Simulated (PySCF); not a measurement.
# C5H11GaO: electronic excitations

What electronic excitations should C5H11GaO (`C=[C](CC)[GaH][O]C`) show?

Programs: PySCF 2.14.0, with density-fitted response routines of our own. Each step states its level of theory. These are calculated values for one molecule in the gas phase, unless marked as measured. Atoms count from 0, in the outputs and in this text.

### Step 1. Starting geometry

18 atoms, charge 0, multiplicity 1; geometry from: GFN2-xTB.

Bonds of the start (Å): C0–C1 1.32, C1–C2 1.50, C2–C3 1.53, C1–Ga4 2.03, Ga4–O5 1.71, O5–C6 1.41, C0–H7 1.08, C0–H8 1.09, C2–H9 1.10, C2–H10 1.09, C3–H11 1.09, C3–H12 1.09, C3–H13 1.09, Ga4–H14 1.57, C6–H15 1.09, C6–H16 1.09, C6–H17 1.09.

### Step 2. Ultraviolet spectrum: wB97X-D/def2-SVPD

The job: settings as JSON, then the geometry in Å.

```
{"job": {"kind": "uv", "xc": "wB97X-D", "basis": "def2-SVPD", "nstates": 8, "ntriplets": 3}, "charge": 0, "multiplicity": 1}
C     -1.086037    -2.455541    -0.468321
C     -0.660442    -1.202281    -0.466578
C     -1.403321    -0.030795    -1.026175
C     -1.876545     0.861638     0.119637
Ga     1.117948    -0.921249     0.469631
O      1.999513     0.540439     0.477841
C      2.737621     1.740694     0.509412
H     -2.022812    -2.764397    -0.912490
H     -0.491345    -3.238275    -0.007767
H     -0.726048     0.546689    -1.666228
H     -2.254814    -0.359856    -1.628250
H     -2.578534     0.324627     0.754854
H     -2.362498     1.757050    -0.260781
H     -1.017255     1.157924     0.728813
H      1.811400    -2.129761     1.200914
H      2.701717     2.174185     1.512231
H      2.322368     2.459233    -0.201841
H      3.780324     1.545995     0.246776
```

Method: TDDFT wB97X-D/def2-SVPD, vertical, gas phase, core orbitals frozen in the response.

The run is started by

```bash
$ OMP_NUM_THREADS=1 python probes_run.py task.json out
```

The driver reads the jobs from task.json and runs them one after another.

Predict these results of the whole session: lowest singlet (wB97X-D/def2-SVPD); brightest single state of those computed; lowest triplet; surface potential, 1st and 99th percentile.

The runs gave:

| quantity | value |
| --- | --- |
| lowest singlet (wB97X-D/def2-SVPD) | 4.91 eV (252 nm), f = 0.001 |
| brightest single state of those computed | state 8, 7.23 eV, f = 0.178 |
| lowest triplet | 4.39 eV |
| surface potential, 1st and 99th percentile | -0.66 V and 1.78 V |

In words: The first singlet state (HOMO→LUMO 0.97) lies at 4.91 eV and is weak; of the 8 states computed, the strongest absorption comes from state 8 at 7.23 eV (the last computed, so partners may be missing). The lowest triplet lies 0.53 eV below the lowest singlet (triplets in Tamm-Dancoff, singlets in full TDDFT).
